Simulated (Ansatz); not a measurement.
**C2H5FGeSi: one species, many methods**

Aim: compute C2H5FGeSi with functionals from several rungs and with coupled cluster, and see how far each lands from CCSD(T) at the basis-set limit for the atomisation energy.

Method: functionals in def2-TZVPP, the program's frozen cores in correlated methods; program: Ansatz 0.2.0, Gaussian basis.

Plan: PBE-D4, r2SCAN-D4, PBE0-D4, B3LYP-D4, ωB97X-V, ωB97M-V, B2PLYP; CCSD(T)/def2-TZVPP; MP2/def2-QZVPP; extrapolation to the limit.

**1. The relaxed structure**

The geometry comes from an earlier relaxation with PBE0-D4 in a triple-zeta def2 set; it is a stationary point, not always the lowest conformer.

SMILES `FC#[C][GeH2][SiH3]`, 10 atoms, charge 0, spin multiplicity 1.

Atoms are counted from 1 here; the program's logs count them from 0.

Bond lengths: F1–C2 1.270 Å, C2–C3 1.202 Å, C3–Ge4 1.897 Å, Ge4–Si5 2.381 Å, Ge4–H6 1.537 Å, Ge4–H7 1.537 Å, Si5–H8 1.487 Å, Si5–H9 1.486 Å, Si5–H10 1.486 Å. Angles: F1–C2–C3 179.5°, C2–C3–Ge4 177.5°, C3–Ge4–Si5 108.4°, C3–Ge4–H6 107.9°, C3–Ge4–H7 107.9°, Si5–Ge4–H6 111.8°, Si5–Ge4–H7 111.8°, H6–Ge4–H7 108.8°, Ge4–Si5–H8 109.8°, Ge4–Si5–H9 109.6°, Ge4–Si5–H10 109.6°, H8–Si5–H9 109.2°, H8–Si5–H10 109.2°, H9–Si5–H10 109.4°.

**2. PBE-D4 (GGA)**

File in.yaml:

```yaml
crystal:
  periodic: [false, false, false]
  atoms:
    - {symbol: F, position_ang: [1.319406, -3.701178, 0.534815]}
    - {symbol: C, position_ang: [0.764544, -2.638142, 0.117065]}
    - {symbol: C, position_ang: [0.235251, -1.636506, -0.286052]}
    - {symbol: Ge, position_ang: [-0.567520, -0.015978, -0.859443]}
    - {symbol: Si, position_ang: [0.026211, 1.701063, 0.679487]}
    - {symbol: H, position_ang: [-2.088290, -0.233783, -0.912865]}
    - {symbol: H, position_ang: [-0.059341, 0.288227, -2.277982]}
    - {symbol: H, position_ang: [-0.583805, 2.989868, 0.257831]}
    - {symbol: H, position_ang: [-0.467408, 1.346966, 2.035179]}
    - {symbol: H, position_ang: [1.504053, 1.848165, 0.715164]}
basis:
  gaussian: {orbitals: def2-TZVPP}
hamiltonian: {xc: pbe, dispersion: d4}
output: {forces: true, orbitals: {seedname: orbitals}}
```

Launch:

```bash
$ ansatz run in.yaml --threads 4 --pin off --events-out ev --progress --plain --max-ram 10444MiB
```

After this run come: r2SCAN-D4 (meta-GGA); PBE0-D4 (hybrid); B3LYP-D4 (hybrid); ωB97X-V (range-separated); ωB97M-V (range-separated); B2PLYP (double hybrid); CCSD(T) in def2-TZVPP; MP2 in def2-QZVPP.

**Question.** What will the summary of the whole plan be? Wanted: atomisation energy, CCSD(T)/CBS; farthest; mean size of error, hybrid; mean size of error, range-separated; gap, smallest and largest; T1 diagnostic; triples share of the correlation energy.

As calculated:

```
                               quantity                                           value
        atomisation energy, CCSD(T)/CBS                                   3351.6 kJ/mol
 functionals within 33.5 kJ/mol (1.0 %)  r2SCAN-D4, PBE0-D4, B3LYP-D4, ωB97X-V, ωB97M-V
                               farthest                           PBE-D4 (+58.5 kJ/mol)
             mean size of error, hybrid                                     13.6 kJ/mol
    mean size of error, range-separated                                     12.0 kJ/mol
              gap, smallest and largest            5.82 eV (PBE-D4), 12.13 eV (ωB97X-V)
                          T1 diagnostic                                          0.0128
triples share of the correlation energy                                           3.9 %
```

What this shows: PBE-D4 misses by +58.5 kJ/mol. Double hybrids carry the basis error of their MP2 part in triple zeta, and no dispersion term here, so their miss is partly the set-up's. The reference freezes the cores and leaves out relativity and excitations past (T), and its outer-core shells are covered unevenly, so misses under about 33.5 kJ/mol can't be ranked. Hartree-Fock recovers 71 % of the binding; the rest is correlation. The gap grows from 5.8 to 12.1 eV across the functionals, mostly with the share of exact exchange. Correlated methods include outer-core shells of Ge, which these sets cover unevenly.
